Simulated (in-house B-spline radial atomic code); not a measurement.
# S¹⁵⁺: ionisation energy by several methods

One table from this session's results is given with a row withheld; the runs are named, their logs left out.

Program: in-house B-spline radial atomic code version 1. Level of theory: non-relativistic, several functionals, spin-polarised; spherical all-electron atom at the radial basis limit. These are calculated values, not measurements, unless marked.

**What is computed**

| Item | Value |
| --- | --- |
| element | sulfur (Z = 16) |
| charge | +15 |
| electrons | 1 |
| configuration | 1s1 |
| nucleus | point |

Where spins are not typed, each open shell is filled with up spins first.

The first run:

Input settings:

```ini
Z = 16
electrons = 1.0
configuration = 1s1
hamiltonian = nr
method = r2scan0
spin_polarised = True
```

Steps of the session up to this table: r2SCAN0; PBE0; Hartree-Fock; AM05; PBEsol; LDA (VWN5); LC-ωPBE.

One of the session's tables, all rows but one given; the rest of the session is left out.

```
      method  ΔSCF (eV)
  LDA (VWN5)    3465.27
        AM05    3469.43
      PBEsol    3474.69
     r2SCAN0    3483.06
        PBE0    3481.09
     LC-ωPBE          ?
Hartree-Fock    3483.06
```

Estimate the missing values for LC-ωPBE.

As computed: ΔSCF (eV): 3480.59. In the column «ΔSCF (eV)» it lies between PBEsol (3474.69) and PBE0 (3481.09).
